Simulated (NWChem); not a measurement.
# AlHSF2 (SMILES [F][Al]([F])[SH]) at PBE0/6-31G(d) (spherical functions)

What is the electronic atomisation energy of AlHSF2 at PBE0/6-31G* (spherical functions)? 

The calculation is run with NWChem 7.3.0.

**1. The molecule**

AlHSF2 has 5 atoms, charge 0, and is taken as a singlet. SMILES: `[F][Al]([F])[SH]`. Geometry: relaxed at PBE0-D4/def2-TZVP.

Bond lengths: F1–Al2 1.638 Å, Al2–F3 1.635 Å, Al2–S4 2.153 Å, S4–H5 1.346 Å. Angles: F1–Al2–F3 119.3°, F1–Al2–S4 121.0°, F3–Al2–S4 119.7°, Al2–S4–H5 91.6°.

**2. The energy at PBE0/6-31G(d) (spherical functions) (run 1)**

alf2hs.nw reads:

```
START alf2hs
TITLE "AlF2HS PBE0"
memory stack 880 mb heap 220 mb global 1100 mb
GEOMETRY noautosym nocenter noautoz
  F        0.892200       0.387900       1.495500
  Al       0.340300      -0.464700       0.211000
  F        0.820600      -2.015600       0.014600
  S       -1.003400       0.425700      -1.216000
  H       -0.999700       1.593000      -0.546400
END
BASIS spherical bse
  * library 6-31G*
END
DFT
  xc pbe0
  grid huge
  convergence energy 1e-08
  iterations 100
  mulliken
  print low
END
TASK dft
```

Started as:

```bash
$ nwchem alf2hs.nw > alf2hs.out
```

What it wrote:

```text
[...]
 d= 0,ls=0.0,diis     1   -840.5067696119 -1.04D+03  2.07D-02  9.20D-01     3.5
[...]
 d= 0,ls=0.0,diis    10   -840.6109248599 -1.65D-10  2.18D-07  1.03D-10    31.6
         Total DFT energy =     -840.610924859948
      One electron energy =    -1565.727305910331
           Coulomb energy =      590.628260477587
    Exchange-Corr. energy =      -65.408752322301
 Nuclear repulsion energy =      199.896872895097
[...]
      Total Density - Mulliken Population Analysis
     ---------------------------------------------
    Atom       Charge   Shell Charges
 -----------   ------   -------------------------------------------------------
    1 F    9     9.46   2.00  0.92  3.30  1.05  2.18  0.01
    2 Al  13    11.92   2.00  2.00  5.97  0.60  0.90 -0.00  0.14  0.32
    3 F    9     9.46   2.00  0.92  3.30  1.05  2.18  0.01
    4 S   16    16.30   2.00  2.00  5.97  1.34  3.09  0.53  1.33  0.04
    5 H    1     0.86   0.49  0.37
[...]
```

Wall time 32 s (1 thread of Intel Xeon Platinum 8488C (Sapphire Rapids), shared host); peak memory 0.16 GiB.

**3. The Al atom at the same level (run 2)**

input.nw reads:

```
start input
title "Al PBE0"
memory 2200 mb

geometry units angstrom noautosym nocenter noautoz
  Al       0.000000       0.000000       0.000000
end

basis "ao basis" spherical bse
  * library 6-31G*
end

dft
  xc pbe0
  mult 2
  grid huge
  convergence energy 1e-08
  iterations 100
  mulliken
  print low
end

task dft
```

Run the same way, it converges to -242.22978 Eh (log not shown).

Run 3 isn't shown in full; the table further down has it.

**4. The H atom at the same level (run 4)**

h.nw reads:

```
start h
memory total 2200 mb
charge 0

geometry units angstrom noautosym nocenter noautoz
  H     0.000000    0.000000    0.000000
end

basis spherical bse
  * library 6-31G*
end

dft
  xc pbe0
  mult 2
  grid huge
  convergence energy 1e-08
  maxiter 100
  mulliken
  noprint "final vectors analysis"
end

task dft energy
```

Run the same way, it converges to -0.49911 Eh (log not shown).

**5. The S atom at the same level (run 5)**

mol.xyz reads:

```xyz
1

S      0.000000     0.000000     0.000000
```

mol.nw reads:

```
START mol
memory 2200 mb

GEOMETRY units angstrom noautosym nocenter noautoz
load mol.xyz
END

BASIS spherical bse
* library 6-31G*
END

DFT
xc pbe0
mult 3
grid huge
convergence energy 1e-08
iterations 100
mulliken
print low
END

TASK dft energy
```

Run the same way, it converges to -397.94477 Eh (log not shown).

**6. Overview of the runs**

```
run                               level  partner  energy (Eh)  wall time
  1   PBE0/6-31G* (spherical functions)     base  -840.610925       32 s
  2  UPBE0/6-31G* (spherical functions)    atoms  -242.229781      2.6 s
  3  UPBE0/6-31G* (spherical functions)    atoms   -99.623540      1.8 s
  4  UPBE0/6-31G* (spherical functions)    atoms    -0.499109     0.99 s
  5  UPBE0/6-31G* (spherical functions)    atoms  -397.944773      2.3 s
```

**7. What came out**

Level: PBE0/6-31G* (spherical functions).

```
                     quantity          value
         S atom: total energy  -397.94477 Eh
                 S atom: ⟨S²⟩          2.002
electronic atomisation energy      18.781 eV
```

**Reading.** Taking the molecule apart into free atoms costs 18.78 eV (433 kcal/mol), before zero-point energy and without spin-orbit coupling. All runs together took 40 s, the longest 32 s.
